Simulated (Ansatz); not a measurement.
# Ga4AsN3: the cost of one run

Program: Ansatz 0.2.0. PAW datasets, plane waves, zero pressure. The structure was generated, not taken from experiment, and needn't be the ground state; spin polarisation is off.

## (1) The structure to begin with

This is the cell as the run starts from it, not yet at rest; its lengths are not the crystal's.

It is tetragonal, P-4m2 (No. 115); a = 3.198 Å, c = 9.047 Å in the conventional setting, 11.57 Å³ an atom. N has 4 Ga at 1.96 Å; Ga has 4 N at 1.96 Å; Ga has 2 As at 1.96 Å and 2 N at 1.96 Å; As has 4 Ga at 1.96 Å.

Coordinates:

```cif
data_structure
_symmetry_space_group_name_H-M 'P-4m2'
_symmetry_Int_Tables_number 115
_cell_length_a 3.1985
_cell_length_b 3.1985
_cell_length_c 9.0466
_cell_angle_alpha 90.000
_cell_angle_beta 90.000
_cell_angle_gamma 90.000
_cell_volume 92.55
loop_
_atom_site_label
_atom_site_type_symbol
_atom_site_symmetry_multiplicity
_atom_site_Wyckoff_symbol
_atom_site_fract_x
_atom_site_fract_y
_atom_site_fract_z
_atom_site_occupancy
N1 N 2 e 0.00000 0.00000 0.25000 1
Ga1 Ga 2 g 0.00000 0.50000 0.12500 1
N2 N 1 b 0.50000 0.50000 0.00000 1
Ga2 Ga 2 g 0.00000 0.50000 0.62500 1
As1 As 1 c 0.50000 0.50000 0.50000 1
```

## (2) Relaxation with PBE

File input.yaml:

```yaml
crystal:
  lattice:
    - [3.1984620565, 0.0, 0.0]
    - [0.0, 3.1984620565, 0.0]
    - [0.0, 0.0, 9.046616838]
  atoms:
    - { symbol: "N", position: [0.0, 0.0, 0.25] }
    - { symbol: Ga, position: [0.0, 0.5, 0.125] }
    - { symbol: "N", position: [0.5, 0.5, 0.0] }
    - { symbol: Ga, position: [0.5, 0.0, 0.875] }
    - { symbol: "N", position: [0.0, 0.0, 0.75] }
    - { symbol: Ga, position: [0.0, 0.5, 0.625] }
    - { symbol: As, position: [0.5, 0.5, 0.5] }
    - { symbol: Ga, position: [0.5, 0.0, 0.375] }
kpoints:
  mp_grid: { grid: [8, 8, 4] }
hamiltonian:
  xc: pbe
scf:
  occupations: { method: fermi_dirac, width: 0.02 }
relax:
  f_tol: 0.005
  cell: {}
output:
  write_density: true
  write_potential: true
  elf: true
  volumetric_format: npy
```

Launch:

```
ansatz run input.yaml --threads 4 --pin off --max-ram 6451MiB --backend cpu --events-out ev --progress --plain --runs-dir out
```

Q: Estimate wall time and peak memory on 4 threads of Arm Neoverse V2, shared host.

About 63 s, with a peak of 0.56 GiB.
